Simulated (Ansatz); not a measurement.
# CH₄BNOS, SMILES SC1NBO1: harmonic frequencies at the relaxed geometry

Run with Ansatz 0.2.0 through its Python package.

`freq.py`
```python
from dataclasses import dataclass
import warnings

import ansatz as az
import numpy as np


@dataclass
class Options:
    basis_set: str = 'cc-pVDZ'
    xc: str = 'PBE0'
    dispersion: str = 'd3bj'


cfg = Options()

GEOMETRY = '''
S    -0.36980    0.77930    1.92860
C    -0.44640    0.18760    0.20960
N     0.12310   -1.10030    0.12660
B     1.28870   -0.46120   -0.79970
O     0.50160    0.81750   -0.58260
H    -0.91800    2.09630    1.52270
H    -1.43160    0.23560   -0.24560
H    -0.40370   -1.70300   -0.46210
H     1.74460   -0.89810   -1.71460
'''

warnings.simplefilter('ignore', az.DeckWarning)

system = az.Crystal.molecule()
for line in GEOMETRY.strip().splitlines():
    symbol, *xyz = line.split()
    system = system.atom(symbol, [float(v) for v in xyz])

calculation = system.calculation()
calculation = calculation.basis(gaussian=cfg.basis_set)
calculation = calculation.functional(cfg.xc, dispersion=cfg.dispersion)
symbols = [site.symbol for site in system.cartesian_sites]
start = np.array([site.position_ang for site in system.cartesian_sites], dtype=float)
def progress(event):
    if event['event'] == 'relax_step':
        row = event['data']
        print(f'step {row["step"]:3d}  E = {row["lagrangian_ev"]:.6f} eV  max force {row["allowed_force_max_ev_ang"]:.4f} eV/A')


summary = calculation.relax(force_tolerance=0.003).session().plan().execute(on_event=progress).report
end = np.array(summary['positions_ang'])

print('bond        before    after (A)')
for i, j in [(0, 1), (0, 5), (1, 2), (1, 4), (1, 6), (2, 3), (2, 7), (3, 4), (3, 8)]:
    d0, d1 = (np.linalg.norm(xyz[i] - xyz[j]) for xyz in (start, end))
    print(f'{symbols[i]}{i}-{symbols[j]}{j}'.ljust(10), f'{d0:8.4f} {d1:8.4f}')
for i, j, k in [(1, 0, 5), (0, 1, 2), (0, 1, 4), (0, 1, 6), (2, 1, 4), (2, 1, 6), (4, 1, 6), (1, 2, 3)]:
    u, v = end[i] - end[j], end[k] - end[j]
    print(f'angle {symbols[i]}{i}-{symbols[j]}{j}-{symbols[k]}{k}: {np.degrees(np.arccos(np.clip(u @ v / np.linalg.norm(u) / np.linalg.norm(v), -1, 1))):.2f} deg')

minimum = az.Crystal.molecule()
for symbol, xyz in zip(symbols, end):
    minimum = minimum.atom(symbol, xyz.tolist())
vibrating = (
    minimum.calculation()
    .basis(gaussian=cfg.basis_set)
    .functional(cfg.xc, dispersion=cfg.dispersion)
    .phonons(temperatures=(298.15, 498.15, 100))
)
vib = vibrating.run(threads=1).report['vibrations']
sums = vib['harmonic_sums']
modes = [m['omega_inv_cm'] for m in sums['modes_at_gamma'] if m['rigid_motion'] == 'no']
print('frequencies (1/cm):', ' '.join(f'{w:.0f}' for w in modes))
print('imaginary modes:', sum(w < 0 for w in modes), ' zero-point energy:', round(sums['zero_point_energy_ev'], 4), 'eV')
print('T (K)   F_vib (eV)   S_vib (meV/K)   C_vib (meV/K)')
for row in zip(sums['temperatures_k'], sums['vibrational_free_energy_ev'], vib['entropy_ev_per_k'], vib['heat_capacity_ev_per_k']):
    print(f'{row[0]:6.1f} {row[1]:11.4f} {1000 * row[2]:13.4f} {1000 * row[3]:15.4f}')

heavier = vibrating.phonons(masses={'H': 2.014102}).run(threads=1).report['vibrations']['harmonic_sums']
print('deuterated (1/cm):', ' '.join(f'{m["omega_inv_cm"]:.0f}' for m in heavier['modes_at_gamma'] if m['rigid_motion'] == 'no'))
print('zero-point energy falls by', round(sums['zero_point_energy_ev'] - heavier['zero_point_energy_ev'], 4), 'eV')
```

Output of `python freq.py`:
```text
step   1  E = -16140.598104 eV  max force 8.1497 eV/A
step   2  E = -16141.943150 eV  max force 2.3095 eV/A
step   3  E = -16142.223197 eV  max force 1.0971 eV/A
step   4  E = -16142.352238 eV  max force 0.7112 eV/A
step   5  E = -16142.308466 eV  max force 0.8728 eV/A
step   6  E = -16142.398692 eV  max force 0.3034 eV/A
step   7  E = -16142.422672 eV  max force 0.2716 eV/A
step   8  E = -16142.429296 eV  max force 0.3848 eV/A
step   9  E = -16142.418092 eV  max force 1.1958 eV/A
step  10  E = -16142.433119 eV  max force 0.1861 eV/A
step  11  E = -16142.434090 eV  max force 0.1657 eV/A
step  12  E = -16142.431803 eV  max force 0.2659 eV/A
step  13  E = -16142.436264 eV  max force 0.0658 eV/A
step  14  E = -16142.436766 eV  max force 0.0621 eV/A
step  15  E = -16142.436891 eV  max force 0.0101 eV/A
step  16  E = -16142.436893 eV  max force 0.0079 eV/A
step  17  E = -16142.436898 eV  max force 0.0013 eV/A
bond        before    after (A)
S0-C1        1.8196   1.8168
S0-H5        1.4832   1.3554
C1-N2        1.4106   1.4395
C1-O4        1.3867   1.4349
C1-H6        1.0863   1.1016
N2-B3        1.6202   1.4162
N2-H7        0.9936   1.0075
B3-O4        1.5171   1.4040
B3-H8        1.1117   1.1961
angle C1-S0-H5: 95.94 deg
angle S0-C1-N2: 112.17 deg
angle S0-C1-O4: 115.13 deg
angle S0-C1-H6: 109.89 deg
angle N2-C1-O4: 92.17 deg
angle N2-C1-H6: 116.23 deg
angle O4-C1-H6: 110.42 deg
angle C1-N2-B3: 86.32 deg
frequencies (1/cm): 154 231 310 334 473 753 871 889 910 936 951 1020 1152 1205 1279 1288 1389 2703 2733 3092 3721
imaginary modes: 0  zero-point energy: 1.6363 eV
T (K)   F_vib (eV)   S_vib (meV/K)   C_vib (meV/K)
 298.1      1.5917        0.3902          0.5483
 398.1      1.5434        0.5774          0.7513
 498.1      1.4763        0.7644          0.9176
deuterated (1/cm): 130 169 266 303 434 601 659 728 767 795 877 899 946 996 1172 1203 1299 1941 2051 2281 2738
zero-point energy falls by 0.3186 eV
```

What to keep in mind:
- The settings weren't tested for convergence.
- The frequencies are harmonic and unscaled, in a modest basis. The result belongs to the one conformer reached from this start, and soft torsions count as harmonic oscillators.
- It ran for 3.6 min on 1 thread of AMD EPYC 9R45 96-Core Processor (Zen 5) (shared host), peak memory 0.28 GiB.

(Lines on the test bed's own set-up are left out of the output.)
